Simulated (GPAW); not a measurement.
# TaTl: band structure with LDA

The system is TaTl.

```
Ta Tl
1.0
     3.62212    0.00000    0.00000
     0.00000    3.62212    0.00000
     0.00000    0.00000    3.62212
Ta Tl
1 1
Direct
  0.00000 0.00000 0.00000
  0.50000 0.50000 0.50000
```

The cell was built by a generator and needn't be a form met in nature.

* Program: GPAW 26.7.0
* Task: band structure
* Functional: LDA
* Potentials or basis: the program's PAW data sets (release 1.2.1) made for this functional
* Cutoff: 600 eV
* Basis: pw
* k mesh: 5 × 5 × 5
* Occupations: fermi-dirac, width 0.05 eV
* Spin: no spin polarisation
* Maxiter: 150
* Band path: GXMGRX,MR
* Band points: 60

```json
{
 "Pressure": "-20.3 GPa",
 "Band gap along the path": "none (metal or under the smearing width)"
}
```

Levels at the corners of the path, in eV from the Fermi level:
```tsv
point	band 10	band 11	band 12	band 13	band 14	band 15	band 16	band 17
Γ	-9.63	-1.00	-1.00	1.75	1.75	1.75	3.37	3.37
X	-6.89	-5.18	-1.02	-0.34	-0.34	1.60	2.60	7.66
M	-6.13	-1.72	-1.72	-1.26	0.98	0.98	2.68	3.22
Γ	-9.63	-1.00	-1.00	1.75	1.75	1.75	3.37	3.37
R	-3.51	-2.91	-2.91	-2.91	2.77	2.77	3.85	3.93
X	-6.89	-5.18	-1.02	-0.34	-0.34	1.60	2.60	7.66
M	-6.13	-1.72	-1.72	-1.26	0.98	0.98	2.68	3.22
R	-3.51	-2.91	-2.91	-2.91	2.77	2.77	3.85	3.93
```

It took 31 s on 1 thread of Arm Neoverse V2, with other jobs on the host, peak memory 0.25 GiB.

Caveat: spin-orbit coupling is left out, which moves the levels of the heavy elements.
